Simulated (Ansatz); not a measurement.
**B3LYP/def2-SVP run of GeH3O2F (SMILES [OH][GeH]([OH])[F])**

What is the electronic atomisation energy of GeH3O2F at B3LYP/def2-SVP? 

The results are computed with Ansatz 0.2.0.

72 further runs of the same task are left out: 72 set aside as unsound or not needed.

### 1 The structure to begin with

GeH3O2F has 7 atoms, charge 0, and is taken as a singlet. SMILES: `[OH][GeH]([OH])[F]`. The shape is that of a PBE0-D4/def2-TZVP optimisation. This is one conformer, not always the lowest.

Bond lengths: O1–Ge2 1.758 Å, Ge2–O3 1.748 Å, Ge2–F4 1.736 Å, O1–H5 0.961 Å, Ge2–H6 1.522 Å, O3–H7 0.961 Å. Angles: O1–Ge2–O3 108.4°, O1–Ge2–F4 104.7°, O3–Ge2–F4 110.1°, O1–Ge2–H6 116.0°, O3–Ge2–H6 108.9°, F4–Ge2–H6 108.5°, Ge2–O1–H5 112.4°, Ge2–O3–H7 112.8°.

### 2 A single-point energy at B3LYP/def2-SVP

in.yaml reads:

```yaml
crystal:
  periodic: [false, false, false]
  atoms:
    - {symbol: O, position_ang: [-0.352900, 1.140300, -0.859300]}
    - {symbol: Ge, position_ang: [-0.107500, -0.026800, 0.432400]}
    - {symbol: O, position_ang: [1.518200, -0.656000, 0.307600]}
    - {symbol: F, position_ang: [-1.260300, -1.284500, 0.113200]}
    - {symbol: H, position_ang: [-1.209200, 1.041800, -1.283900]}
    - {symbol: H, position_ang: [-0.331400, 0.485800, 1.847500]}
    - {symbol: H, position_ang: [1.804400, -0.768700, -0.603100]}
basis:
  gaussian: {orbitals: def2-SVP}
hamiltonian: {xc: {name: B3LYP}}
accuracy: high
output: {orbitals: {seedname: orbitals}}
```

Started as:

```
$ ansatz run in.yaml --threads 1 --pin off --max-ram 3480MiB --events-out events.jsonl --progress --plain --runs-dir runs
```

Output:

```text
Warning: RAYON_NUM_THREADS=1 ignored (pool sized by the plan → 1); use --threads N
Functional definition: B3LYP
  name "B3LYP"
  parameter a0 = 0.2
  parameter ax = 0.72
  parameter ac = 0.81
  exchange = (1 - a0 - ax)*slater_x + ax*b88_x + a0*exact_x
  correlation = (1 - ac)*vwn_rpa_c + ac*lyp_c
1869 factors; integrals over basis functions are off by at most 4.4e-9 eV
mean field evaluation 1: about -63359.2422 eV, gradient 7.7e1 eV
mean field evaluation 2: about -63339.1627 eV, gradient 1.3e2 eV
mean field evaluation 4: about -63368.7532 eV, gradient 6.9e0 eV
mean field evaluation 8: about -63368.9358 eV, gradient 3.3e-1 eV
mean field evaluation 16: about -63368.9359 eV, gradient 3.1e-5 eV
mean field -63368.93591984 eV, -2328.7654420467 hartree, gradient 1.7e-8 eV, S^2 0.000000; 0 other end points of the search recorded, 0 dependent functions left out
reference -63368.93595539 eV, -2328.7654433530 hartree; 30, 30 occupied and 59, 59 virtual orbitals, 1869 factors
Total energy: -63368.93595539 eV, -2328.7654433530 hartree
```

Wall time 7.8 s (1 thread of Arm Neoverse V2, shared host); peak memory 0.31 GiB.

### 3 The F atom

input.yaml reads:

```yaml
crystal:
  periodic: [false, false, false]
  atoms:
    - {symbol: F, position_ang: [0.000000, 0.000000, 0.000000]}
basis:
  gaussian:
    orbitals: def2-SVP
magnetization:
  spin_polarized: true
  initial_magnetization: 1
hamiltonian:
  xc: {name: B3LYP}
accuracy: high
```

Run the same way, it converges to -99.64047 Eh (log not shown).

### 4 The Ge atom

job.yaml reads:

```yaml
crystal:
  periodic: [false, false, false]
  atoms:
    - {symbol: Ge, position_ang: [0.000000, 0.000000, 0.000000]}
basis:
  gaussian:
    orbitals: def2-SVP
magnetization:
  spin_polarized: true
  initial_magnetization: 2
hamiltonian:
  xc: {name: B3LYP}
accuracy: high
```

Run the same way, it converges to -2076.70395 Eh (log not shown).

### 5 The H atom at the same level

run.yaml reads:

```yaml
crystal:
  periodic: [false, false, false]
  atoms:
    - symbol: H
      position_ang: [0.000000, 0.000000, 0.000000]
basis:
  gaussian: {orbitals: def2-SVP}
accuracy: high
magnetization: {spin_polarized: true, initial_magnetization: 1}
hamiltonian: {xc: {name: B3LYP}}
```

Run the same way, it converges to -0.50126 Eh (log not shown).

### 6 The O atom

molecule.yaml reads:

```yaml
crystal:
  periodic: [false, false, false]
  atoms:
    - symbol: O
      position_ang: [0.000000, 0.000000, 0.000000]
basis:
  gaussian:
    orbitals: def2-SVP
hamiltonian:
  xc: {name: B3LYP}
accuracy: high
magnetization:
  spin_polarized: true
  initial_magnetization: 2
```

Run the same way, it converges to -75.00076 Eh (log not shown).

### 7 What came out

Level: B3LYP/def2-SVP.

| quantity | value |
| --- | --- |
| molecule: total energy | -2328.76544 Eh |
| molecule: HOMO energy | -8.83 eV |
| molecule: LUMO energy | 0.11 eV |
| molecule: HOMO–LUMO gap | 8.94 eV |
| F atom: total energy | -99.64047 Eh |
| F atom: ⟨S²⟩ | 0.751 |
| Ge atom: total energy | -2076.70395 Eh |
| Ge atom: ⟨S²⟩ | 2.002 |
| H atom: total energy | -0.50126 Eh |
| H atom: ⟨S²⟩ | 0.750 |
| O atom: total energy | -75.00076 Eh |
| O atom: ⟨S²⟩ | 2.002 |
| electronic atomisation energy | 24.918 eV |

In words: Taking the molecule apart into free atoms costs 24.92 eV (2404 kJ/mol), before zero-point energy and without spin-orbit coupling.
